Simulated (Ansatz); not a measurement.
# Si₃Ge₃H₁₄: how energies converge with the basis set

One table from this session's results is given with a row withheld; the runs are named, their logs left out.

Method: one geometry, several basis sets; program: Ansatz 0.2.0, Gaussian basis.

Plan: PBE0-D4/def2-SVP; ωB97M-V/def2-SVP; PBE0-D4/def2-QZVPP; ωB97M-V/def2-QZVPP; the functionals' def2-TZVPP values are taken from earlier runs.

## Structure used throughout

The geometry comes from an earlier relaxation with PBE0-D4 in a triple-zeta def2 set; it is a stationary point, not always the lowest conformer.

SMILES `[SiH3][SiH2][GeH2][GeH2][GeH2][SiH3]`, 20 atoms, charge 0, spin multiplicity 1.

Atoms are counted from 1 here; the program's logs count them from 0.

Bond lengths: Si1–Si2 2.338 Å, Si1–H7 1.487 Å, Si1–H8 1.487 Å, Si1–H9 1.488 Å, Si2–Ge3 2.383 Å, Si2–H10 1.490 Å, Si2–H11 1.490 Å, Ge3–Ge4 2.427 Å, Ge3–H12 1.540 Å, Ge3–H13 1.541 Å, Ge4–Ge5 2.426 Å, Ge4–H14 1.540 Å, Ge4–H15 1.541 Å, Ge5–Si6 2.379 Å, Ge5–H16 1.540 Å, Ge5–H17 1.540 Å, Si6–H18 1.487 Å, Si6–H19 1.486 Å and more. Angles: Si2–Si1–H7 110.9°, Si2–Si1–H8 109.8°, Si2–Si1–H9 110.2°, H7–Si1–H8 108.6°, H7–Si1–H9 108.4°, H8–Si1–H9 108.8°, Si1–Si2–Ge3 112.4°, Si1–Si2–H10 108.4°, Si1–Si2–H11 109.7°, Ge3–Si2–H10 109.4°, Ge3–Si2–H11 108.9°, H10–Si2–H11 107.9°, Si2–Ge3–Ge4 111.0°, Si2–Ge3–H12 109.7°, Si2–Ge3–H13 109.9°, Ge4–Ge3–H12 109.1°, Ge4–Ge3–H13 109.5°, H12–Ge3–H13 107.6° and more.

Set-up of the first run:

in.yaml reads:

```yaml
crystal:
  periodic: [false, false, false]
  atoms:
    - {symbol: Si, position_ang: [-2.002464, 1.792795, 0.279067]}
    - {symbol: Si, position_ang: [-1.536731, 0.253249, 1.976517]}
    - {symbol: Ge, position_ang: [0.766065, -0.356942, 2.043423]}
    - {symbol: Ge, position_ang: [1.266725, -2.050358, 0.378842]}
    - {symbol: Ge, position_ang: [0.452756, -1.342220, -1.793787]}
    - {symbol: Si, position_ang: [1.278258, 0.837788, -2.268667]}
    - {symbol: H, position_ang: [-1.754901, 1.196363, -1.060528]}
    - {symbol: H, position_ang: [-1.135713, 2.991374, 0.433390]}
    - {symbol: H, position_ang: [-3.426426, 2.218734, 0.347693]}
    - {symbol: H, position_ang: [-1.926306, 0.859776, 3.280955]}
    - {symbol: H, position_ang: [-2.355922, -0.975695, 1.779804]}
    - {symbol: H, position_ang: [1.639368, 0.884173, 1.778736]}
    - {symbol: H, position_ang: [1.125881, -0.890644, 3.443970]}
    - {symbol: H, position_ang: [0.602914, -3.377850, 0.791079]}
    - {symbol: H, position_ang: [2.788905, -2.278932, 0.310666]}
    - {symbol: H, position_ang: [0.900297, -2.334408, -2.883687]}
    - {symbol: H, position_ang: [-1.086718, -1.342483, -1.761184]}
    - {symbol: H, position_ang: [2.727910, 0.752175, -2.589523]}
    - {symbol: H, position_ang: [0.562781, 1.457898, -3.414621]}
    - {symbol: H, position_ang: [1.113310, 1.705206, -1.072165]}
basis:
  gaussian: {orbitals: def2-SVP}
hamiltonian: {xc: pbe0, dispersion: d4}
output: {orbitals: {seedname: orbitals}}
```

Steps of the session up to this table: PBE0-D4 in def2-SVP; ωB97M-V in def2-SVP; PBE0-D4 in def2-QZVPP; ωB97M-V in def2-QZVPP.

One of the session's tables, all rows but one given; the rest of the session is left out.

It belongs to the step «Functionals by basis». 

```
functional       basis  HOMO (eV)
   PBE0-D4    def2-SVP      -7.68
   PBE0-D4  def2-TZVPP      -7.65
   PBE0-D4  def2-QZVPP      -7.65
   ωB97M-V    def2-SVP          ?
   ωB97M-V  def2-TZVPP      -9.56
   ωB97M-V  def2-QZVPP      -9.56
```

Estimate the missing values for ωB97M-V, def2-SVP.

**Answer.** HOMO (eV): -9.57. In the column «HOMO (eV)» it is the lowest.
